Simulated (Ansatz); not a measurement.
# TiO2 (titanium dioxide): r2SCAN/aug-cc-pVDZ

Aim: the vertical ionisation energy of TiO2 (titanium dioxide) at r2SCAN/aug-cc-pVDZ, from 2 runs. 

The calculation is run with Ansatz 0.2.0.

## (1) The system as given

The species is TiO2 (3 atoms), meant as a singlet with charge 0. SMILES: `[O]=[Ti]=[O]`. Geometry: relaxed at PBE0-D4/def2-TZVP.

Bond lengths: O1–Ti2 1.628 Å, Ti2–O3 1.628 Å. Angles: O1–Ti2–O3 111.8°.

## (2) A single-point energy at r2SCAN/aug-cc-pVDZ

molecule.yaml reads:

```yaml
crystal:
  periodic: [false, false, false]
  atoms:
    - symbol: O
      position_ang: [0.921000, 0.928800, 0.444600]
    - symbol: Ti
      position_ang: [0.135000, -0.492000, 0.331600]
    - symbol: O
      position_ang: [-1.056100, -0.436800, -0.776200]
basis:
  gaussian: {orbitals: aug-cc-pVDZ}
magnetization: {spin_polarized: false}
hamiltonian: {xc: {name: r2SCAN}}
accuracy: high
output: {orbitals: {seedname: orbitals}}
```

On the command line:

```bash
$ ansatz run molecule.yaml --threads 1 --pin off --max-ram 3480MiB --events-out events.jsonl --progress --plain --runs-dir runs
```

The log of the run:

```text
Warning: RAYON_NUM_THREADS=1 ignored (pool sized by the plan → 1); use --threads N
Functional definition: r2SCAN
  name "r2SCAN"
  parameter k0 = 0.174
  parameter k1 = 0.065
  parameter a1 = 4.9479
  exchange = r2scan_x(k0 = k0, k1 = k1, a1 = a1)
  correlation = r2scan_c
2041 factors; integrals over basis functions are off by at most 3.3e-9 eV
mean field evaluation 1: about -27192.1005 eV, gradient 9.7e1 eV
mean field evaluation 2: about -26681.6746 eV, gradient 4.6e2 eV
mean field evaluation 4: about -27207.8921 eV, gradient 2.5e1 eV
mean field evaluation 8: about -27208.9672 eV, gradient 6.0e-1 eV
mean field evaluation 16: about -27208.9681 eV, gradient 1.6e-5 eV
mean field -27208.96806237 eV, -999.9111333911 hartree, gradient 2.9e-8 eV, S^2 0.000000; 0 other end points of the search recorded, 0 dependent functions left out
reference -27208.96806504 eV, -999.9111334892 hartree; 19, 19 occupied and 86, 86 virtual orbitals, 2041 factors
Total energy: -27208.96806504 eV, -999.9111334892 hartree
```

Wall time 18 s (1 thread of Arm Neoverse V2, shared host); peak memory 0.35 GiB.

## (3) The doublet cation, same level

in.yaml reads:

```yaml
crystal:
  periodic: [false, false, false]
  atoms:
    - {symbol: O, position_ang: [0.921000, 0.928800, 0.444600]}
    - {symbol: Ti, position_ang: [0.135000, -0.492000, 0.331600]}
    - {symbol: O, position_ang: [-1.056100, -0.436800, -0.776200]}
basis:
  gaussian: {orbitals: aug-cc-pVDZ}
total_charge: 1
magnetization: {spin_polarized: true, initial_magnetization: 1}
hamiltonian: {xc: {name: r2SCAN}}
accuracy: high
output: {orbitals: {seedname: orbitals}}
```

On the command line:

```bash
$ ansatz run in.yaml --threads 1 --pin off --max-ram 3480MiB --events-out events.jsonl --progress --plain --runs-dir runs
```

The log of the run, cut to the lines that bear on the results:

```text
Warning: RAYON_NUM_THREADS=1 ignored (pool sized by the plan → 1); use --threads N
[... 7 set-up lines as earlier in the session ...]
2041 factors; integrals over basis functions are off by at most 3.3e-9 eV
mean field evaluation 1: about -27174.5362 eV, gradient 8.1e1 eV
mean field evaluation 2: about -26610.7339 eV, gradient 3.4e2 eV
mean field evaluation 4: about -27197.3343 eV, gradient 2.5e1 eV
mean field evaluation 8: about -27199.3209 eV, gradient 2.5e-1 eV
mean field evaluation 16: about -27199.3204 eV, gradient 5.0e-4 eV
mean field evaluation 32: about -27198.1841 eV, gradient 8.0e0 eV
mean field -27199.32043997 eV, -999.5565898073 hartree, gradient 4.5e-8 eV, S^2 0.793236; 2 other end points of the search recorded, 0 dependent functions left out
reference -27199.32044616 eV, -999.5565900347 hartree; 19, 18 occupied and 86, 87 virtual orbitals, 2041 factors
Total energy: -27199.32044616 eV, -999.5565900347 hartree
```

Run time: 36 s. Hardware: 1 thread of Arm Neoverse V2, shared host; peak memory 0.53 GiB.

## (4) Summary of results

Level: r2SCAN/aug-cc-pVDZ.

| quantity | value |
| --- | --- |
| singlet TiO2: total energy | -999.91113 Eh |
| singlet TiO2: HOMO energy | -6.06 eV |
| singlet TiO2: LUMO energy | -3.03 eV |
| singlet TiO2: HOMO–LUMO gap | 3.03 eV |
| doublet cation: total energy | -999.55659 Eh |
| doublet cation: HOMO energy (highest over α and β) | -15.21 eV |
| doublet cation: LUMO energy (lowest over α and β) | -13.18 eV |
| doublet cation: ⟨S²⟩ | 0.793 |
| vertical ionisation energy (to the doublet cation) | 9.648 eV |

What this shows: Removing an electron at fixed nuclei costs 9.65 eV (222 kcal/mol). −ε(HOMO) before ionisation, 6.06 eV, is 3.59 eV below this ionisation energy.
